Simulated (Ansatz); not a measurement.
**CH₄BFOS: small, medium and large basis sets**

The task here is to estimate one member of a computed series from the others.

Method: one geometry, several basis sets; program: Ansatz 0.2.0, Gaussian basis.

Levels to be run: PBE0-D4/def2-SVP; ωB97M-V/def2-SVP; PBE0-D4/def2-QZVPP; ωB97M-V/def2-QZVPP; the functionals' def2-TZVPP values are taken from earlier runs.

**Structure used throughout**

All runs share one geometry, relaxed beforehand with PBE0-D4 in a triple-zeta def2 set.

SMILES `COB(F)S`, 9 atoms, charge 0, spin multiplicity 1.

Atoms are counted from 1 here; the program's logs count them from 0.

Bond lengths: C1–O2 1.409 Å, C1–H6 1.094 Å, C1–H7 1.089 Å, C1–H8 1.094 Å, O2–B3 1.344 Å, B3–F4 1.328 Å, B3–S5 1.819 Å, S5–H9 1.341 Å. Angles: O2–C1–H6 111.2°, O2–C1–H7 107.5°, O2–C1–H8 111.2°, H6–C1–H7 108.8°, H6–C1–H8 109.4°, H7–C1–H8 108.8°, C1–O2–B3 124.6°, O2–B3–F4 116.9°, O2–B3–S5 127.6°, F4–B3–S5 115.6°, B3–S5–H9 96.9°.

The first run:

Contents of in.yaml:

```yaml
crystal:
  periodic: [false, false, false]
  atoms:
    - {symbol: C, position_ang: [0.905355, -0.202967, 0.761187]}
    - {symbol: O, position_ang: [0.391978, -0.802130, -0.405993]}
    - {symbol: B, position_ang: [-0.675294, -0.354084, -1.088127]}
    - {symbol: F, position_ang: [-1.026829, -1.039462, -2.170050]}
    - {symbol: S, position_ang: [-1.708510, 1.093059, -0.705435]}
    - {symbol: H, position_ang: [1.235390, 0.821737, 0.566760]}
    - {symbol: H, position_ang: [1.763408, -0.792505, 1.081608]}
    - {symbol: H, position_ang: [0.161672, -0.199498, 1.563475]}
    - {symbol: H, position_ang: [-1.047170, 1.475838, 0.396564]}
basis:
  gaussian: {orbitals: def2-SVP}
hamiltonian: {xc: pbe0, dispersion: d4}
output: {orbitals: {seedname: orbitals}}
```

Among the steps run: PBE0-D4 in def2-SVP; ωB97M-V in def2-SVP; PBE0-D4 in def2-QZVPP; ωB97M-V in def2-QZVPP.

One of the session's tables, all rows but one given; the rest of the session is left out.

It belongs to the step «Density functionals: the series». 

```
functional       basis  HOMO (eV)  LUMO (eV)
   PBE0-D4    def2-SVP      -7.82       0.80
   PBE0-D4  def2-TZVPP      -7.97       0.39
   PBE0-D4  def2-QZVPP      -8.00       0.13
   ωB97M-V    def2-SVP      -9.99       2.71
   ωB97M-V  def2-TZVPP     -10.17       1.98
   ωB97M-V  def2-QZVPP          ?          ?
```

**Question.** Estimate the row for ωB97M-V, def2-QZVPP.

The run gave: HOMO (eV): -10.21; LUMO (eV): 1.41. In the column «HOMO (eV)» it is the lowest.
